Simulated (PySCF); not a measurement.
# C3H6ClGa: the cost of one run

Computed with PySCF 2.14.0, with density-fitted response routines of our own, on a single molecule in the gas phase. Atoms are numbered from 0 throughout.

1 further run of the same task is left out (for a known fault of the program).

### Step 1. The starting structure

11 atoms, charge 0, multiplicity 1; geometry from: GFN2-xTB. The atoms were then displaced at random by about 0.01 Å, so the start is not that level's minimum.

Bonds of the start (Å): C0–C1 1.30, C1–C2 1.50, C1–Ga3 2.07, Ga3–Cl4 2.08, C0–H5 1.11, C0–H6 1.10, C2–H7 1.09, C2–H8 1.08, C2–H9 1.11, Ga3–H10 1.56.

### Step 2. Relaxing the molecule at PBE0-D3(BJ)/def2-SVP

What the job is given:

```
{"job": {"xc": "PBE0", "basis": "def2-SVP", "d3": "d3bj", "grid": 1, "shake": 0.01, "kind": "geom"}, "charge": 0, "multiplicity": 1}
C     -0.524550     1.449360     0.069250
C     -0.186580     0.195850     0.026230
C     -1.114560    -0.963100     0.260400
Ga     1.809740    -0.132710    -0.388830
Cl     2.708030    -2.003260    -0.520720
H     -1.560030     1.800740     0.274590
H      0.190760     2.256790    -0.123000
H     -1.105970    -1.593300    -0.623690
H     -2.109780    -0.632800     0.524980
H     -0.713050    -1.571640     1.102840
H      2.644090     1.168250    -0.617710
```

Command:

```console
OMP_NUM_THREADS=1 python probes_run.py task.json out
```

This one command runs all jobs of the session in turn.

Q: Estimate the wall time and peak memory of this first job on 1 thread of Arm Neoverse V2, shared host.

About 92 s, with a peak of 0.51 GiB.
